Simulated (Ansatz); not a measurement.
# Ge, space group Imma: a test of the smearing width

Computed with the Ansatz DFT code, driven from Python.

Run as a notebook:

**Cell 1**
```python
import warnings

import ansatz as az
import pandas as pd
```

**Cell 2**
```python
warnings.simplefilter('ignore', az.DeckWarning)
```

**Cell 3**
```python
system = (
    az.Lattice.of((-2.495898, 2.650863, 1.436947), (2.495898, -2.650863, 1.436947), (2.495898, 2.650863, -1.436947))
    .atom('Ge', (0.185943, 0.935943, 0.25))
    .atom('Ge', (0.814057, 0.064057, 0.75))
)
```

**Cell 4**
```python
system.resolved().tree()['lattice']
```
Output:
```text
((-2.495898, 2.650863, 1.436947), (2.495898, -2.650863, 1.436947), (2.495898, 2.650863, -1.436947))
```

**Cell 5**
```python
model = system.calculation().functional('pbesol').kpoints(13)
```

**Cell 6**
```python
rows = []
for value in [0.25, 0.15, 0.1, 0.05, 0.025]:
    summary = model.occupations('methfessel_paxton', width=value).run().report
    rows.append((value, summary['free_energy_ev'] / len(summary['lattice']['sites']), summary['n_iterations'], summary['n_kpoints']))
```

**Cell 7**
```python
table = pd.DataFrame(rows, columns=['width (eV)', 'F/atom (eV)', 'iterations', 'k-points'])
table.round(5)
```
Output:
```text
   width (eV)  F/atom (eV)  iterations  k-points
0       0.250  -4253.32110           6       343
1       0.150  -4253.32144           6       343
2       0.100  -4253.32155           6       343
3       0.050  -4253.32159           6       343
4       0.025  -4253.32160           5       343
```

**Cell 8**
```python
# differences from the last row
for row in rows[:-1]:
    shift = 1000 * (row[1] - rows[-1][1])
    print(f'{row[0]}: {shift:+.2f} meV/atom' + ('  (within 5 meV)' if abs(shift) < 5 else ''))
```
Output:
```text
0.25: +0.50 meV/atom  (within 5 meV)
0.15: +0.16 meV/atom  (within 5 meV)
0.1: +0.05 meV/atom  (within 5 meV)
0.05: +0.00 meV/atom  (within 5 meV)
```

Going from 0.025 to 0.25 eV changes F by +0.5 meV an atom. This scheme is built to cancel the term in the square of the width, so the shifts stay small and are partly the mesh's error.

What to keep in mind:
- The narrowest width needs the finest mesh, so the last row is no converged reference.
- This isn't the structure that Ge takes at ambient conditions.
- Processor time in the engine: 35 s on 1 thread of Intel(R) Xeon(R) Processor @ 2.30GHz, with other jobs on the host, peak memory 0.67 GiB.
